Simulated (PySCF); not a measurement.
# The bond of KS, level by level

What are the lowest state that PBE0 finds, the bond length, vibrational wavenumber and bond energy of KS, and how much do these hang on the method?

Method: K x2c-SVPall, S x2c-SVPall, spin-free X2C with a Gaussian nucleus; program: PySCF 2.14.0.

### 1 The job

Settings of the job:

| Property | Result |
| --- | --- |
| atoms | K, S |
| charge | 0 |
| basis | K x2c-SVPall, S x2c-SVPall |
| Hamiltonian | spin-free X2C with a Gaussian nucleus |
| basis functions | 42 |
| electrons treated | 35 |
| masses in u | 38.9637, 31.9721 |
| levels | PBE0, PBE, r²SCAN, BHandHLYP, revPBE, r²SCAN0, HF, MP2, SCS-MP2, CCSD, CCSD(T) |
| grid | 80 radial by 434 angular points |
| occupations | held fixed by the projection of orbital angular momentum |
| dissociation limit | K + S, each in its ground configuration |
| starting distance in angstrom | 2.930 |
| values of 2S to try | 1, 3 |

Run with:

```sh
OMP_NUM_THREADS=1 python dia.py task.json out
```

After this run come: First curve: PBE0; Higher solutions at PBE0; PBE (GGA); r²SCAN (meta-GGA); BHandHLYP (global hybrid GGA); revPBE (GGA); r²SCAN0; UHF (mean field); Correlated methods on the Hartree–Fock reference.

Q: Predict the outcome of this session. Wanted: for each run, Re; ωe; De; μ.

**Answer**, as computed:

Lowest PBE0 solution found, without spin–orbit coupling: ²Π (doublet), unpaired electrons π ↑. State 2 has its PBE0 minimum 0.28 eV higher. State 3 has its PBE0 minimum 2.34 eV higher. The other levels ran on the lowest alone.

| level | Re (Å) | ωe (cm⁻¹) | De (eV) | μ (D) |
| --- | --- | --- | --- | --- |
| UHF | 2.880 | 254.3 | 1.40 | -10.72 |
| UHF-MP2 | 2.857 | 253.7 | 1.93 | n/a |
| UHF-SCS-MP2 | 2.862 | 252.8 | 1.93 | n/a |
| UHF-CCSD | 2.860 | 252.1 | 1.87 | n/a |
| UHF-CCSD(T) | 2.862 | 250.5 | 1.91 | n/a |
| PBE | 2.834 | 249.2 | 2.51 | -8.73 |
| revPBE | 2.860 | 241.4 | 2.43 | -8.90 |
| r²SCAN | 2.839 | 255.8 | 2.58 | -9.72 |
| PBE0 | 2.821 | 258.7 | 2.45 | -9.54 |
| r²SCAN0 | 2.828 | 261.2 | 2.50 | -9.99 |
| BHandHLYP | 2.827 | 261.9 | 2.31 | -9.82 |

De is counted to K + S in their ground configurations. A positive dipole means K(−)S(+).

Differences from CCSD(T) in the same basis:

| level | Re (mÅ) | ωe (%) |
| --- | --- | --- |
| UHF | +17 | +1.5 |
| UHF-MP2 | -6 | +1.3 |
| UHF-SCS-MP2 | -1 | +0.9 |
| UHF-CCSD | -2 | +0.6 |
| PBE | -28 | -0.5 |
| revPBE | -2 | -3.6 |
| r²SCAN | -23 | +2.1 |
| PBE0 | -42 | +3.3 |
| r²SCAN0 | -35 | +4.3 |
| BHandHLYP | -35 | +4.6 |

What this shows: Against CCSD(T) in the same basis, the bond length is nearest at UHF-SCS-MP2 (-1 mÅ) and farthest at PBE0 (-42 mÅ); the wavenumber is nearest at PBE (-0.5 %) and farthest at BHandHLYP (+4.6 %). CCSD(T) in a basis this small is itself some way from its limit, more so than the functionals. Of the levels with a De here, UHF gives the least (1.40 eV) and r²SCAN the most (2.58 eV).

Correlated steps freeze 10 core orbitals.
